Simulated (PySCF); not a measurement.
# C2H5NO2Si: the cost of one run

The runs use PySCF 2.14.0, with density-fitted response routines of our own; the level of theory stands in each step. All values are computed, except where a source is named. Atoms are numbered from 0 throughout.

## 1. The starting structure

11 atoms, charge 0, multiplicity 1; geometry from: GFN2-xTB. The atoms were then displaced at random by about 0.01 Å, so the start is not that level's minimum.

Bonds of the start (Å): O0–C1 1.24, C1–C2 1.48, C2–N3 1.31, N3–Si4 1.73, Si4–O5 1.63, C1–H6 1.09, C2–H7 1.07, Si4–H8 1.43, Si4–H9 1.48, O5–H10 0.94.

## 2. Optimising the geometry at PBE0-D3(BJ)/def2-SVP

What the job is given:

```
{"job": {"xc": "PBE0", "basis": "def2-SVP", "d3": "d3bj", "grid": 1, "shake": 0.01, "kind": "geom"}, "charge": 0, "multiplicity": 1}
O     -1.187550    -1.474180     0.743990
C     -1.840530    -0.562760     0.224900
C     -1.196180     0.701100    -0.206740
N      0.092410     0.876520    -0.089590
Si     1.203730    -0.281480     0.557790
O      2.653090     0.395220     0.252140
H     -2.913530    -0.630960     0.059430
H     -1.791280     1.497570    -0.610440
H      1.286150    -1.532880    -0.120340
H      0.967840    -0.347350     2.017890
H      2.763960     1.333370     0.235140
```

Started as:

```
$ OMP_NUM_THREADS=1 python probes_run.py task.json out
```

This one command runs all jobs of the session in turn.

Q: Estimate the wall time and peak memory of this first job on 1 thread of Arm Neoverse V1, shared host.

About 49 s, with a peak of 0.47 GiB.
